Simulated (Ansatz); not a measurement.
# BBrFH3OSi: small, medium and large basis sets

The task here is to estimate one member of a computed series from the others.

Method: one geometry, several basis sets; program: Ansatz 0.2.0, Gaussian basis.

The runs, in order: PBE0-D4/def2-SVP; ωB97M-V/def2-SVP; PBE0-D4/def2-QZVPP; ωB97M-V/def2-QZVPP; the functionals' def2-TZVPP values are taken from earlier runs.

## Structure used throughout

All runs share one geometry, relaxed beforehand with PBE0-D4 in a triple-zeta def2 set.

SMILES `O[SiH2]B(F)Br`, 8 atoms, charge 0, spin multiplicity 1.

Atoms are counted from 1 here; the program's logs count them from 0.

Bond lengths: O1–Si2 1.646 Å, O1–H6 0.960 Å, Si2–B3 2.031 Å, Si2–H7 1.491 Å, Si2–H8 1.485 Å, B3–F4 1.312 Å, B3–Br5 1.933 Å. Angles: Si2–O1–H6 116.4°, O1–Si2–B3 110.1°, O1–Si2–H7 111.8°, O1–Si2–H8 108.2°, B3–Si2–H7 107.6°, B3–Si2–H8 110.9°, H7–Si2–H8 108.3°, Si2–B3–F4 124.5°, Si2–B3–Br5 118.8°, F4–B3–Br5 116.7°.

As a file:

```
O     0.0592    0.3005    1.7580
Si    0.6212   -0.4584    0.4098
B    -0.5132    0.0460   -1.1975
F    -0.4347   -0.5316   -2.3724
Br   -1.7794    1.4969   -1.0249
H    -0.4684    1.0893    1.6149
H     2.0299   -0.0769    0.1058
H     0.5775   -1.9228    0.6504
```

The first run:

Input file in.yaml:

```yaml
crystal:
  periodic: [false, false, false]
  atoms:
    - {symbol: O, position_ang: [0.059207, 0.300546, 1.758049]}
    - {symbol: Si, position_ang: [0.621177, -0.458406, 0.409756]}
    - {symbol: B, position_ang: [-0.513154, 0.046041, -1.197484]}
    - {symbol: F, position_ang: [-0.434663, -0.531615, -2.372367]}
    - {symbol: Br, position_ang: [-1.779403, 1.496877, -1.024940]}
    - {symbol: H, position_ang: [-0.468358, 1.089285, 1.614937]}
    - {symbol: H, position_ang: [2.029913, -0.076934, 0.105793]}
    - {symbol: H, position_ang: [0.577481, -1.922793, 0.650358]}
basis:
  gaussian: {orbitals: def2-SVP}
hamiltonian: {xc: pbe0, dispersion: d4}
output: {orbitals: {seedname: orbitals}}
```

Among the steps run: PBE0-D4 in def2-SVP; ωB97M-V in def2-SVP; PBE0-D4 in def2-QZVPP; ωB97M-V in def2-QZVPP.

One of the session's tables, all rows but one given; the rest of the session is left out.

It belongs to the step «Density functionals: the series». 

| functional | basis | HOMO (eV) | LUMO (eV) |
| --- | --- | --- | --- |
| PBE0-D4 | def2-SVP | -8.25 | -1.78 |
| PBE0-D4 | def2-TZVPP | -8.34 | -1.91 |
| PBE0-D4 | def2-QZVPP | -8.36 | -1.94 |
| ωB97M-V | def2-SVP | ? | ? |
| ωB97M-V | def2-TZVPP | -10.47 | 0.14 |
| ωB97M-V | def2-QZVPP | -10.49 | 0.09 |

Estimate the missing values for ωB97M-V, def2-SVP.

**Answer.** HOMO (eV): -10.36; LUMO (eV): 0.33. In the column «HOMO (eV)» it lies between ωB97M-V, def2-TZVPP (-10.47) and PBE0-D4, def2-QZVPP (-8.36).
